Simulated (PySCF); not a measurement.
# A diatomic session: GaBr−

An exercise on one series of results from a longer session: the logs are not shown, and one member is left open.

Computed with PySCF 2.14.0. Level: Ga def2-TZVPPD, Br def2-TZVPPD, no relativity.

2 further runs of the same task are left out: 2 set aside as unsound or not needed.

The first run:

Settings of the job:

```json
{
  "atoms": "Ga, Br",
  "charge": "-1",
  "basis": "Ga def2-TZVPPD, Br def2-TZVPPD",
  "Hamiltonian": "no relativity",
  "basis functions": "111",
  "electrons treated": "67",
  "masses in u": "68.9256, 78.9183",
  "levels": "PBE0, PBE, r²SCAN, revPBE, B3LYP, PBEsol, M06, BLYP, ωB97X-V, HF, MP2, SCS-MP2, CCSD, CCSD(T)",
  "grid": "80 radial by 434 angular points",
  "occupations": "held fixed by the projection of orbital angular momentum",
  "dissociation limit": "Ga + Br−, each in its ground configuration",
  "starting distance in angstrom": "2.420",
  "values of 2S to try": "1, 3"
}
```

On the command line:

```bash
> OMP_NUM_THREADS=2 python dia.py task.json out
```

Among the steps run: The job; PBE0 along the bond; PBE (GGA); r²SCAN; revPBE (GGA); B3LYP (global hybrid GGA); PBEsol; M06; BLYP; ωB97X-V; UHF; Adding correlation.

One table of the session follows, with a row left open; its other results are not shown here.

Differences from CCSD(T) in the same basis:

```
      level  Re (mÅ)  ωe (%)
        UHF     +110   -20.3
    UHF-MP2      -13    +1.3
UHF-SCS-MP2      +15    -3.5
   UHF-CCSD       +9    -2.4
        PBE      +26    -4.6
     PBEsol      -24    +2.9
     revPBE        ?       ?
       BLYP      +92   -14.6
     r²SCAN       -8    +0.5
      B3LYP      +65   -11.4
       PBE0       +8    -2.4
        M06      +30    -8.3
    ωB97X-V      +16    -5.1
```

Estimate the missing values for revPBE.

**Answer.** Re (mÅ): +56; ωe (%): -9.1. In the column «Re (mÅ)» it lies between M06 (+30) and B3LYP (+65).

Time per point (s) on 2 threads of Arm Neoverse V1, shared host (CPU time, shared integrals of 1.6 s apart; correlated levels include their reference; CCSD comes with the CCSD(T) run); the times are rough: UHF 3.1, UHF-MP2 5.9, UHF-SCS-MP2 5.9, PBE 2.7, PBEsol 1.7, revPBE 1.7, BLYP 1.7, r²SCAN 3.7, B3LYP 4.9, PBE0 5.8, M06 5.6, ωB97X-V 11; the reference 550.

The cheapest levels within 13 mÅ and 2.5 % of CCSD(T): r²SCAN (3.7 s), UHF-MP2 (5.9 s), PBE0 (5.8 s). The dearest run takes 550 s.

To keep in mind: Lowest PBE0 solution found, without spin–orbit coupling: ²Π (doublet), unpaired electrons π ↑. Warnings in the runs' records: inverted.
